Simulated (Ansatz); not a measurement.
**ClGeH₂O+ (SMILES [OH][GeH+][Cl]): one structure at several levels**

Aim: energy, forces and dipole at a structure displaced at random from a GFN2-xTB minimum, from CCSD(T) and from density functionals.

The runs use Ansatz 0.2.0, Gaussian basis; single points in def2-TZVPP.

Correlated methods freeze the cores. Filled d shells of the heavier atoms are correlated. B3LYP uses VWN-RPA correlation.

**1. The system as given**

SMILES `[OH][GeH+][Cl]`, 5 atoms, charge 1, spin multiplicity 1.

Atoms are counted from 1 here; the program's logs count them from 0.

Bond lengths: O1–Ge2 1.629 Å, O1–H4 0.969 Å, Ge2–Cl3 2.114 Å, Ge2–H5 1.590 Å. Angles: Ge2–O1–H4 131.2°, O1–Ge2–Cl3 120.1°, O1–Ge2–H5 102.7°, Cl3–Ge2–H5 137.2°.

Coordinates:

```xyz
5
ClGeH2O
O    -1.00300    0.36750   -0.39390
Ge    0.47750    0.11760    0.23860
Cl    1.18720   -1.85250    0.52530
H    -1.71820   -0.25000   -0.60660
H     1.01570    1.59700    0.46490
```

**2. CCSD(T)/def2-TZVPP**

run/in.yaml reads:

```yaml
crystal:
  periodic: [false, false, false]
  atoms:
    - {symbol: O, position_ang: [-1.003000, 0.367500, -0.393900]}
    - {symbol: Ge, position_ang: [0.477500, 0.117600, 0.238600]}
    - {symbol: Cl, position_ang: [1.187200, -1.852500, 0.525300]}
    - {symbol: H, position_ang: [-1.718200, -0.250000, -0.606600]}
    - {symbol: H, position_ang: [1.015700, 1.597000, 0.464900]}
basis:
  gaussian: {orbitals: def2-TZVPP}
total_charge: 1
correlation: {method: ccsd_t}
output: {forces: true}
```

The command line of these runs was not kept.

**3. PBE0-D4/def2-TZVPP**

Edit run/in.yaml of step 2 so:

```diff
@@ -11,3 +11,3 @@
 total_charge: 1
-correlation: {method: ccsd_t}
-output: {forces: true}
+hamiltonian: {xc: pbe0, dispersion: d4}
+output: {forces: true, orbitals: {seedname: orbitals}}
```

**4. wB97M-V/def2-TZVPP**

Edit run/in.yaml of step 3 so:

```diff
@@ -11,3 +11,3 @@
 total_charge: 1
-hamiltonian: {xc: pbe0, dispersion: d4}
-output: {forces: true, orbitals: {seedname: orbitals}}
+hamiltonian: {xc: {name: wB97M-V}}
+output: {forces: true}
```

**5. r2SCAN-D4/def2-TZVPP**

Edit run/in.yaml of step 4 so:

```diff
@@ -11,3 +11,3 @@
 total_charge: 1
-hamiltonian: {xc: {name: wB97M-V}}
+hamiltonian: {xc: r2scan, dispersion: d4}
 output: {forces: true}
```

**6. PBE-D4/def2-TZVPP**

Edit run/in.yaml of step 5 so:

```diff
@@ -11,3 +11,3 @@
 total_charge: 1
-hamiltonian: {xc: r2scan, dispersion: d4}
+hamiltonian: {xc: pbe, dispersion: d4}
 output: {forces: true}
```

**7. revPBE-D4/def2-TZVPP**

Edit run/in.yaml of step 6 so:

```diff
@@ -11,3 +11,3 @@
 total_charge: 1
-hamiltonian: {xc: pbe, dispersion: d4}
+hamiltonian: {xc: {name: revPBE}, dispersion: d4}
 output: {forces: true}
```

**8. B3LYP-D4/def2-TZVPP**

Edit run/in.yaml of step 7 so:

```diff
@@ -11,3 +11,3 @@
 total_charge: 1
-hamiltonian: {xc: {name: revPBE}, dispersion: d4}
+hamiltonian: {xc: {name: B3LYP}, dispersion: d4}
 output: {forces: true}
```

(Steps that only read results are left out.)

Before running it: what results should come out? Wanted: energy less free atoms, CCSD(T)/def2-TZVPP; RMS force component; RMS force error; HOMO and LUMO, PBE0-D4; T1 diagnostic.

The runs gave:

```
                                  quantity                                                                                              value
energy less free atoms, CCSD(T)/def2-TZVPP                                                                                      -638.0 kJ/mol
                       RMS force component                                                               1.183 to 1.363 eV/Å over the methods
                           RMS force error  PBE0-D4 0.060, wB97M-V 0.044, r2SCAN-D4 0.045, PBE-D4 0.269, revPBE-D4 0.319, B3LYP-D4 0.128 eV/Å
                    HOMO and LUMO, PBE0-D4                                                                                -15.57 and -8.42 eV
                             T1 diagnostic                                                                                              0.014
```

In words: Against CCSD(T) the functionals' energies less atoms differ by -64.5 to -2.9 kJ/mol, PBE-D4 by -64.5 kJ/mol. The reference is not at the basis limit: in triple zeta CCSD(T) underbinds, which counts against methods that bind more; the gaps are no ranking. The forces of wB97M-V come nearest to CCSD(T), those of revPBE-D4 are farthest. Frozen-core CCSD(T) forces in triple zeta carry basis errors of their own, and this is one geometry, so small gaps rank nothing.
